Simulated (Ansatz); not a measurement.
Task: densities of the highest filled and lowest empty bands of CO2, space group P4_2/mnm, with Ansatz 0.2.0, Python API. Give the script and its output. Settings: LDA, PAW, cutoff 470 eV, 5×5×4 k-points, fixed occupations.

```
C O
1.0
     3.51610    0.00000    0.00000
     0.00000    3.51610    0.00000
     0.00000    0.00000    4.10430
C O
2 4
Direct
  0.00000 0.00000 0.00000
  0.50000 0.50000 0.50000
  0.23000 0.23000 0.00000
  0.27000 0.73000 0.50000
  0.77000 0.77000 0.00000
  0.73000 0.27000 0.50000
```

Script `run_partial.py`:
```python
'''Where the band-edge states of CO2 lie.'''

import itertools
import logging
import sys

import ansatz
from ase import Atoms
import numpy as np

logging.basicConfig(stream=sys.stdout, format='%(levelname)s:%(name)s:%(message)s')
logger = logging.getLogger('co2')
logger.setLevel(logging.INFO)

atoms = Atoms(
    ['C', 'C', 'O', 'O', 'O', 'O'],
    scaled_positions=[
        [0.0, 0.0, 0.0],
        [0.5, 0.5, 0.5],
        [0.23, 0.23, 0.0],
        [0.27, 0.73, 0.5],
        [0.77, 0.77, 0.0],
        [0.73, 0.27, 0.5],
    ],
    cell=[
        [3.5161, 0.0, 0.0],
        [0.0, 3.5161, 0.0],
        [0.0, 0.0, 4.1043],
    ],
    pbc=True,
)
crystal = ansatz.Crystal.from_ase(atoms)

calc = (
    crystal.calculation()
    .pseudopotentials('paw')
    .functional('lda')
    .basis(470)
    .kpoints(density=2.5)
    .occupations('fixed')
    .band_densities([('v2', 'v1'), ('c1', 'c2')])
)
try:
    result = calc.run()
except ansatz.NonConvergedError as error:
    sys.exit(f'no convergence: {error}')
except ansatz.RefusalError as error:
    sys.exit(f'input refused: {error}')
report = result.report
# share of each window within a sphere about each atom, summed on the grid
cell = np.asarray(result.lattice.cell_ang)
for names, window in zip([('v2', 'v1'), ('c1', 'c2')], result.band_densities().windows):
    density = window.outcome.density
    rho = density.channels[0].density_e_per_ang3
    axes = density.fft_grid_basis @ cell
    points = np.stack(np.meshgrid(*(np.arange(n) / n for n in rho.shape), indexing='ij'), axis=-1)
    print('bands', names, 'electrons', np.round(window.outcome.n_electrons, 3), 'peak', round(float(rho.max()), 3), 'e/A^3')
    for index, site in enumerate(result.lattice.sites):
        offset = points - np.asarray(site.position_ang) @ np.linalg.inv(axes)
        offset -= np.round(offset)
        distance = np.min([np.linalg.norm((offset + image) @ axes, axis=-1) for image in itertools.product((-1, 0, 1), repeat=3)], axis=0)
        logger.info(f'   {index} {site.symbol:2s} {100 * rho[distance < 1.0].sum() / rho.sum():5.1f} % within 1.0 A')
```

```console
$ python run_partial.py
bands ('v2', 'v1') electrons [4.] peak 1.517 e/A^3
INFO:co2:   0 C    8.7 % within 1.0 A
INFO:co2:   1 C    8.9 % within 1.0 A
INFO:co2:   2 O   22.1 % within 1.0 A
INFO:co2:   3 O   22.1 % within 1.0 A
INFO:co2:   4 O   22.1 % within 1.0 A
INFO:co2:   5 O   22.1 % within 1.0 A
bands ('c1', 'c2') electrons [4.] peak 1.091 e/A^3
INFO:co2:   0 C   21.8 % within 1.0 A
INFO:co2:   1 C   21.8 % within 1.0 A
INFO:co2:   2 O   12.0 % within 1.0 A
INFO:co2:   3 O   12.1 % within 1.0 A
INFO:co2:   4 O   12.0 % within 1.0 A
INFO:co2:   5 O   12.1 % within 1.0 A
```

Notes:
- The structure is a deposited one; some such entries were measured under pressure or heat, so a shift against it needn't be the functional's error alone.
- The windows are summed over all k-points with every state counted as full, the empty ones too; where a window cuts a degenerate level its bands share the weight. Values near the nuclei depend on the potentials. Spheres that overlap count density twice, so shares are no populations.
- It ran for 1.9 s on 1 thread of Arm Neoverse V2, on a shared host, peak memory 0.35 GiB.
